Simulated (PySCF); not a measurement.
# BH4O4: the cost of one run

Computed with PySCF 2.14.0, with density-fitted response routines of our own, on a single molecule in the gas phase. Atoms are numbered from 0 throughout.

### Step 1. Starting geometry

9 atoms, charge -1, multiplicity 1; geometry from: GFN2-xTB. The atoms were then displaced at random by about 0.03 Å, so the start is not that level's minimum.

Bonds of the start (Å): O0–B1 1.44, B1–O2 1.51, B1–O3 1.44, B1–O4 1.48, O0–H5 1.04, O2–H6 1.00, O3–H7 1.00, O4–H8 0.89.

### Step 2. Geometry optimisation at PBE0-D3(BJ)/def2-SVP

Job settings and geometry (Å):

```
{"job": {"xc": "PBE0", "basis": "def2-SVP", "d3": "d3bj", "grid": 1, "shake": 0.03, "kind": "geom"}, "charge": -1, "multiplicity": 1}
O      0.215830     0.805090    -1.179430
B     -0.014450    -0.012290    -0.011460
O     -1.032070     0.635250     0.889650
O     -0.348320    -1.325060    -0.492410
O      1.267090    -0.207410     0.706040
H      0.136710     1.790480    -0.863310
H     -0.802980     0.229630     1.769040
H     -1.023180    -1.144340    -1.201530
H      1.761240    -0.828790     0.307390
```

On the command line:

```
> OMP_NUM_THREADS=1 python probes_run.py task.json out
```

The driver reads the jobs from task.json and runs them one after another.

**Question.** How long does this first job take on 1 thread of Arm Neoverse V2, shared host, and how much memory does it need?

About 17 s, with a peak of 0.37 GiB.
